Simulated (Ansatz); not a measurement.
# BHOF2 (difluorohydroxyborane): PBE/def2-SVPD

Aim: the electronic atomisation energy of BHOF2 (difluorohydroxyborane) at PBE/def2-SVPD, from 5 runs. 

The calculation is run with Ansatz 0.2.0.

63 further runs of the same task are left out: 63 set aside as unsound or not needed.

## (1) The system as given

BHOF2 has 5 atoms, charge 0, and is taken as a singlet. As SMILES, `OB(F)F`. Geometry: relaxed at PBE0-D4/def2-TZVP.

Bond lengths: O1–B2 1.345 Å, B2–F3 1.317 Å, B2–F4 1.327 Å, O1–H5 0.960 Å. Angles: O1–B2–F3 119.5°, O1–B2–F4 122.2°, F3–B2–F4 118.3°, B2–O1–H5 113.5°.

## (2) The energy at PBE/def2-SVPD

The input, molecule.yaml:

```yaml
basis:
  gaussian:
    orbitals: def2-SVPD
crystal:
  periodic: [false, false, false]
  atoms:
    - {symbol: O, position_ang: [0.038630, 1.000750, 0.174310]}
    - {symbol: B, position_ang: [0.105760, -0.342460, 0.137210]}
    - {symbol: F, position_ang: [0.731030, -0.986880, 1.100700]}
    - {symbol: F, position_ang: [-0.439530, -1.051930, -0.843330]}
    - {symbol: H, position_ang: [-0.435890, 1.380520, -0.568880]}
hamiltonian:
  xc: {name: PBE}
accuracy: high
output: {orbitals: {seedname: orbitals}}
```

On the command line:

```console
$ ansatz run molecule.yaml --threads 1 --pin off --max-ram 3480MiB --events-out events.jsonl --progress --plain --runs-dir runs
```

Log:

```text
Warning: RAYON_NUM_THREADS=1 ignored (pool sized by the plan → 1); use --threads N
Functional definition: PBE
  name "PBE"
  parameter kappa = 0.804
  parameter beta = 0.06672455060314922
  exchange = pbe_x(kappa = kappa, mu = beta*pi^2/3)
  correlation = pbe_c(beta = beta)
1902 factors; integrals over basis functions are off by at most 3.2e-9 eV
mean field evaluation 1: about -8157.6529 eV, gradient 6.4e1 eV
mean field evaluation 2: about -8137.7921 eV, gradient 1.2e2 eV
mean field evaluation 4: about -8164.0708 eV, gradient 7.4e0 eV
mean field evaluation 8: about -8164.1519 eV, gradient 1.5e-1 eV
mean field evaluation 16: about -8164.1519 eV, gradient 8.9e-7 eV
mean field -8164.15188987 eV, -300.0270480918 hartree, gradient 2.2e-8 eV, S^2 0.000000; 0 other end points of the search recorded, 0 dependent functions left out
reference -8164.15189330 eV, -300.0270482178 hartree; 16, 16 occupied and 81, 81 virtual orbitals, 1902 factors
Total energy: -8164.15189330 eV, -300.0270482178 hartree
```

Run time: 4.5 s. Hardware: 1 thread of Arm Neoverse V2, shared host; peak memory 0.23 GiB.

## (3) The B atom at the same level

The input, job.yaml:

```yaml
crystal:
  periodic: [false, false, false]
  atoms:
    - symbol: B
      position_ang: [0.000000, 0.000000, 0.000000]
basis:
  gaussian:
    orbitals: def2-SVPD
magnetization:
  spin_polarized: true
  initial_magnetization: 1
hamiltonian:
  xc: pbe
accuracy: high
```

Run the same way, it converges to -24.58219 Eh (log not shown).

## (4) The F atom, same level

The input, input.yaml:

```yaml
crystal:
  periodic: [false, false, false]
  atoms:
    - {symbol: F, position_ang: [0.000000, 0.000000, 0.000000]}
basis:
  gaussian:
    orbitals: def2-SVPD
magnetization:
  spin_polarized: true
  initial_magnetization: 1
hamiltonian:
  xc: pbe
accuracy: high
```

Run the same way, it converges to -99.55393 Eh (log not shown).

## (5) The H atom

The input, job.yaml:

```yaml
crystal:
  periodic: [false, false, false]
  atoms:
    - {symbol: H, position_ang: [0.000000, 0.000000, 0.000000]}
basis:
  gaussian: {orbitals: def2-SVPD}
hamiltonian: {xc: {name: PBE}}
magnetization: {spin_polarized: true, initial_magnetization: 1}
accuracy: high
```

Run the same way, it converges to -0.49863 Eh (log not shown).

## (6) The O atom

The input, in.yaml:

```yaml
crystal:
  periodic: [false, false, false]
  atoms:
    - symbol: O
      position_ang: [0.000000, 0.000000, 0.000000]
basis:
  gaussian: {orbitals: def2-SVPD}
magnetization: {spin_polarized: true, initial_magnetization: 2}
hamiltonian: {xc: pbe}
accuracy: high
```

Run the same way, it converges to -74.92421 Eh (log not shown).

## (7) Results

At PBE/def2-SVPD:

| quantity | value |
| --- | --- |
| molecule: total energy | -300.02705 Eh |
| molecule: HOMO energy | -9.09 eV |
| molecule: LUMO energy | -0.88 eV |
| molecule: HOMO–LUMO gap | 8.21 eV |
| B atom: total energy | -24.58219 Eh |
| B atom: ⟨S²⟩ | 0.753 |
| F atom: total energy | -99.55393 Eh |
| F atom: ⟨S²⟩ | 0.751 |
| H atom: total energy | -0.49863 Eh |
| H atom: ⟨S²⟩ | 0.750 |
| O atom: total energy | -74.92421 Eh |
| O atom: ⟨S²⟩ | 2.003 |
| electronic atomisation energy | 24.875 eV |

What this shows: Taking the molecule apart into free atoms costs 24.88 eV (574 kcal/mol), before zero-point energy and without spin-orbit coupling.
